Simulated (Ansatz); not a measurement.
# CH₆FNOSi: small, medium and large basis sets

Aim: see how fast density functionals converge with the basis set for CH₆FNOSi.

The runs use Ansatz 0.2.0, Gaussian basis; one geometry, several basis sets.

Levels to be run: PBE0-D4/def2-SVP; ωB97M-V/def2-SVP; PBE0-D4/def2-QZVPP; ωB97M-V/def2-QZVPP; the functionals' def2-TZVPP values are taken from earlier runs.

**1. The relaxed structure**

All runs share one geometry, relaxed beforehand with PBE0-D4 in a triple-zeta def2 set.

11 atoms, charge 0, spin multiplicity 1.

Atoms are counted from 1 here; the program's logs count them from 0.

Bond lengths: O1–C2 1.406 Å, O1–H6 0.962 Å, C2–N3 1.437 Å, C2–H7 1.092 Å, C2–H8 1.098 Å, N3–Si4 1.700 Å, N3–H9 1.009 Å, Si4–F5 1.607 Å, Si4–H10 1.480 Å, Si4–H11 1.478 Å. Angles: C2–O1–H6 108.2°, O1–C2–N3 114.1°, O1–C2–H7 104.9°, O1–C2–H8 111.3°, N3–C2–H7 110.6°, N3–C2–H8 107.7°, H7–C2–H8 108.1°, C2–N3–Si4 124.9°, C2–N3–H9 113.3°, Si4–N3–H9 119.3°, N3–Si4–F5 113.3°, N3–Si4–H10 108.6°, N3–Si4–H11 108.4°, F5–Si4–H10 105.2°, F5–Si4–H11 106.9°, H10–Si4–H11 114.6°.

Coordinates:

```mol
CH6FNOSi
  3D, bonds by distance, orders not assigned

 11 10  0  0  0  0  0  0  0  0999 V2000
   -1.1166   -1.0206    1.4880 O   0  0
    0.1041   -1.0048    0.7907 C   0  0
    0.5274    0.3044    0.3781 N   0  0
    0.2826    0.9627   -1.1698 Si  0  0
   -1.2438    1.3797   -1.4493 F   0  0
   -1.7924   -0.6373    0.9203 H   0  0
    0.8284   -1.4423    1.4814 H   0  0
    0.0609   -1.6393   -0.1044 H   0  0
    0.7309    0.9208    1.1509 H   0  0
    0.5914   -0.0743   -2.1791 H   0  0
    1.0926    2.1941   -1.2861 H   0  0
  1  2  8  0
  2  3  8  0
  3  4  8  0
  4  5  8  0
  1  6  8  0
  2  7  8  0
  2  8  8  0
  3  9  8  0
  4 10  8  0
  4 11  8  0
M  END
```

**2. PBE0-D4 in def2-SVP**

Contents of in.yaml:

```yaml
crystal:
  periodic: [false, false, false]
  atoms:
    - {symbol: O, position_ang: [-1.116627, -1.020636, 1.488026]}
    - {symbol: C, position_ang: [0.104094, -1.004849, 0.790741]}
    - {symbol: N, position_ang: [0.527435, 0.304361, 0.378061]}
    - {symbol: Si, position_ang: [0.282641, 0.962711, -1.169807]}
    - {symbol: F, position_ang: [-1.243790, 1.379688, -1.449333]}
    - {symbol: H, position_ang: [-1.792373, -0.637301, 0.920272]}
    - {symbol: H, position_ang: [0.828350, -1.442268, 1.481440]}
    - {symbol: H, position_ang: [0.060908, -1.639262, -0.104446]}
    - {symbol: H, position_ang: [0.730919, 0.920780, 1.150931]}
    - {symbol: H, position_ang: [0.591360, -0.074252, -2.179123]}
    - {symbol: H, position_ang: [1.092584, 2.194127, -1.286062]}
basis:
  gaussian: {orbitals: def2-SVP}
hamiltonian: {xc: pbe0, dispersion: d4}
output: {orbitals: {seedname: orbitals}}
```

The runs that follow: ωB97M-V in def2-SVP; PBE0-D4 in def2-QZVPP; ωB97M-V in def2-QZVPP.

Q: Predict the results of all the runs planned. Wanted: PBE0-D4: double and triple zeta above quadruple; ωB97M-V: double and triple zeta above quadruple.

**Answer**, as computed:

```
                                       quantity           value
PBE0-D4: double and triple zeta above quadruple  12.66, 0.71 eV
ωB97M-V: double and triple zeta above quadruple  12.88, 0.67 eV
```

**Reading.** PBE0-D4 gains 11.95 eV from double to triple zeta, then 0.71 eV more. Total energies overstate the basis error of differences, where much of it tends to cancel. The LUMO of ωB97M-V is positive and keeps falling with the basis (3.02 to 1.57 eV): an unbound level that the basis holds in place.
